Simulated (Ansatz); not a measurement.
**CH₈BNSi: up Jacob's ladder to CCSD(T)**

One table from this session's results is given with a row withheld; the runs are named, their logs left out.

Computed with Ansatz 0.2.0, Gaussian basis. Level: functionals in def2-TZVPP, the program's frozen cores in correlated methods.

Plan: LDA (SPW92), PBE-D4, revPBE-D4, BLYP-D4, r2SCAN-D4, B97M-V, PBE0-D4, B3LYP-D4, r2SCANh-D4, r2SCAN0-D4, HSE06-D4, BHLYP-D4, CAM-B3LYP-D4, LC-ωPBE, ωB97X-V, ωB97M-V, B2PLYP, PBE-QIDH; CCSD(T)/def2-SVP; CCSD(T)/def2-TZVPP; MP2/def2-QZVPP; extrapolation to the limit; RPA on PBE.

## Structure used throughout

All runs share one geometry, relaxed beforehand with PBE0-D4 in a triple-zeta def2 set.

12 atoms, charge 0, spin multiplicity 1.

Atoms are counted from 1 here; the program's logs count them from 0.

Bond lengths: B1–Si2 1.959 Å, B1–N4 1.623 Å, B1–H5 1.197 Å, B1–H6 1.199 Å, Si2–C3 1.872 Å, Si2–N4 1.867 Å, Si2–H7 1.491 Å, C3–H8 1.092 Å, C3–H9 1.094 Å, C3–H10 1.092 Å, N4–H11 1.010 Å, N4–H12 1.010 Å. Angles: Si2–B1–N4 62.0°, Si2–B1–H5 119.0°, Si2–B1–H6 116.3°, N4–B1–H5 112.8°, N4–B1–H6 111.8°, H5–B1–H6 120.2°, B1–Si2–C3 125.5°, B1–Si2–N4 50.1°, B1–Si2–H7 123.5°, C3–Si2–N4 108.5°, C3–Si2–H7 109.7°, N4–Si2–H7 104.7°, Si2–C3–H8 110.4°, Si2–C3–H9 109.7°, Si2–C3–H10 112.4°, H8–C3–H9 107.3°, H8–C3–H10 109.2°, H9–C3–H10 107.8° and more.

Geometry (Å):

```
B    -1.29854    0.82819   -0.68199
Si    0.58363    0.46598   -0.27789
C     1.24845   -0.12027    1.37059
N    -0.76995   -0.70057   -0.81862
H    -1.58262    1.31668   -1.73763
H    -2.02696    0.96526    0.26103
H     1.63826    0.33138   -1.32281
H     0.43838   -0.20664    2.09848
H     1.96001    0.61188    1.76226
H     1.76540   -1.07955    1.29381
H    -0.73892   -1.09242   -1.74857
H    -1.14014   -1.37511   -0.16438
```

The first run:

File in.yaml:

```yaml
crystal:
  periodic: [false, false, false]
  atoms:
    - {symbol: B, position_ang: [-1.298538, 0.828187, -0.681987]}
    - {symbol: Si, position_ang: [0.583634, 0.465976, -0.277890]}
    - {symbol: C, position_ang: [1.248452, -0.120273, 1.370587]}
    - {symbol: N, position_ang: [-0.769948, -0.700574, -0.818617]}
    - {symbol: H, position_ang: [-1.582616, 1.316677, -1.737627]}
    - {symbol: H, position_ang: [-2.026963, 0.965264, 0.261034]}
    - {symbol: H, position_ang: [1.638258, 0.331381, -1.322809]}
    - {symbol: H, position_ang: [0.438375, -0.206636, 2.098478]}
    - {symbol: H, position_ang: [1.960010, 0.611882, 1.762262]}
    - {symbol: H, position_ang: [1.765400, -1.079552, 1.293814]}
    - {symbol: H, position_ang: [-0.738920, -1.092423, -1.748567]}
    - {symbol: H, position_ang: [-1.140144, -1.375110, -0.164376]}
basis:
  gaussian: {orbitals: def2-TZVPP}
hamiltonian: {xc: lda}
output: {orbitals: {seedname: orbitals}}
```

On the command line:

```
> ansatz run in.yaml --threads 2 --pin off --events-out ev --progress --plain --max-ram 4352MiB
```

Steps of the session up to this table: LDA; PBE-D4 (GGA); revPBE-D4 (GGA); BLYP-D4 (GGA); r2SCAN-D4 (meta-GGA); B97M-V (meta-GGA); B3LYP-D4 (hybrid); r2SCANh-D4 (hybrid); r2SCAN0-D4 (hybrid); HSE06-D4 (hybrid); BHLYP-D4 (hybrid); CAM-B3LYP-D4 (range-separated); LC-ωPBE (range-separated); ωB97X-V (range-separated); ωB97M-V (range-separated); B2PLYP (double hybrid); PBE-QIDH (double hybrid).

One table of the session follows, with a row left open; its other results are not shown here.

It belongs to the step «Orbital energies across the functionals». 

```
  functional  HOMO (eV)  gap (eV)
 LDA (SPW92)      -5.44      4.41
      PBE-D4      -5.34      4.46
   revPBE-D4      -5.29      4.49
     BLYP-D4      -5.21      4.42
   r2SCAN-D4      -5.51      4.98
      B97M-V          ?         ?
     PBE0-D4      -6.39      6.37
    B3LYP-D4      -6.22      5.94
  r2SCANh-D4      -5.91      5.67
  r2SCAN0-D4      -6.50      6.70
    HSE06-D4      -6.00      5.60
    BHLYP-D4      -7.36      8.14
CAM-B3LYP-D4      -7.69      8.61
     LC-ωPBE      -8.98     11.09
     ωB97X-V      -8.65     10.61
     ωB97M-V      -8.50     10.12
```

**Question.** Estimate the row for B97M-V.

**Answer.** HOMO (eV): -5.59; gap (eV): 4.88. In the column «HOMO (eV)» it lies between r2SCANh-D4 (-5.91) and r2SCAN-D4 (-5.51).
